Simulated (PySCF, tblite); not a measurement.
**C₄H₁₂BN₂P: geometry, infrared bands and NMR shifts**

Wanted: the infrared bands and NMR shifts of C₄H₁₂BN₂P (`[H]/N=C\CC(=C)[B@H-]([NH3+])P`), by calculation.

The runs use tblite 0.8.0 and PySCF 2.14.0, with density-fitted response routines of our own; the level of theory stands in each step. All values are computed, except where a source is named. Atoms count from 0, in the outputs and in this text.

**1. Starting geometry**

20 atoms, charge 0, multiplicity 1; geometry from: force field or distance geometry start.

Bonds of the start (Å): C0–C1 1.34, C1–C2 1.48, C2–C3 1.46, C3–N4 1.29, C1–B5 1.56, B5–N6 1.51, B5–P7 1.93, C0–H8 1.09, C0–H9 1.07, C2–H10 1.12, C2–H11 1.11, C3–H12 1.11, N4–H13 1.03, B5–H14 1.22, N6–H15 1.07, N6–H16 1.03, N6–H17 1.06, P7–H18 1.46, P7–H19 1.45.

**2. Geometry optimisation with GFN2-xTB**

The job: settings as JSON, then the geometry in Å.

```
{"job": {"kind": "relax", "xc": "GFN2-xTB", "basis": "xTB"}, "charge": 0, "multiplicity": 1}
C      0.327700     2.215800    -0.437300
C      0.239600     0.878300    -0.360700
C      1.465900     0.104800    -0.639500
C      1.948600    -0.729200     0.461100
N      2.151500    -1.996300     0.372800
B     -1.142800     0.283700     0.050200
N     -1.076400    -0.299300     1.443500
P     -1.815000    -0.949600    -1.267600
H     -0.552500     2.818700    -0.226700
H      1.264600     2.660800    -0.711300
H      2.282100     0.844000    -0.840100
H      1.393900    -0.487900    -1.577300
H      2.151800    -0.276100     1.453600
H      1.972500    -2.455700    -0.535100
H     -1.952400     1.192200     0.102600
H     -1.915800     0.063800     1.997700
H     -0.186500    -0.092200     1.926700
H     -1.257600    -1.342100     1.376900
H     -2.402600    -2.120300    -0.619500
H     -2.901800    -0.302800    -1.973100
```

The run is started by

```console
> OMP_NUM_THREADS=1 python probes_run.py task.json out
```

This one command runs all jobs of the session in turn.

**Question.** This job is followed by: GFN2-xTB harmonic vibrations, gas phase; GIAO PBE0/pcSseg-1 NMR shielding, non-relativistic, gas phase. What will the session give for the following? strongest single infrared mode (GFN2-xTB); zero-point energy (GFN2-xTB); 13C shifts against TMS (PBE0/pcSseg-1); 1H shifts against TMS (PBE0/pcSseg-1, means over atoms taken as alike); 15N shifts against NH3 (PBE0/pcSseg-1); 11B shifts against BF3·OEt2 (PBE0/pcSseg-1); 31P shifts against H3PO4 (PBE0/pcSseg-1); surface potential, 1st and 99th percentile.

**Answer**, as computed:

```
                                                              quantity                                                      value
                             strongest single infrared mode (GFN2-xTB)                                      1268 cm⁻¹, 251 km/mol
                                          zero-point energy (GFN2-xTB)                                             100.2 kcal/mol
                                13C shifts against TMS (PBE0/pcSseg-1)                              191.4, 157.8, 132.5, 55.8 ppm
1H shifts against TMS (PBE0/pcSseg-1, means over atoms taken as alike)  11.54, 8.18, 5.68, 5.60, 3.69, 3.52, 3.32, 2.90, 1.18 ppm
                                15N shifts against NH3 (PBE0/pcSseg-1)                                            353.9, 57.4 ppm
                           11B shifts against BF3·OEt2 (PBE0/pcSseg-1)                                                  -15.7 ppm
                              31P shifts against H3PO4 (PBE0/pcSseg-1)                                                 -250.7 ppm
                                 surface potential, 1st and 99th percentile                                         -1.54 V and 2.49 V
```

What this shows: The optimisation took 140 steps and gained 1.409 eV; among the close pairs (by a distance rule), B5–N6 changed most, from 1.512 to 1.647 Å. All 54 modes are real, so the xTB geometry is a minimum. The strongest single mode, at 1268 cm⁻¹, moves mainly H17, H15 and H16. Unscaled tight-binding wavenumbers are off by several per cent, some by more. Its intensities can rank the bands wrongly. At PBE0/pcSseg-1: The widest tensor belongs to N4: span 614 ppm, with a paramagnetic part of -412 ppm. At PBE0/pcSseg-1, counted by nearest atom on the grid, the HOMO lies on P7 53 %; B5 11 %, the LUMO on C3 30 %; N4 23 %.
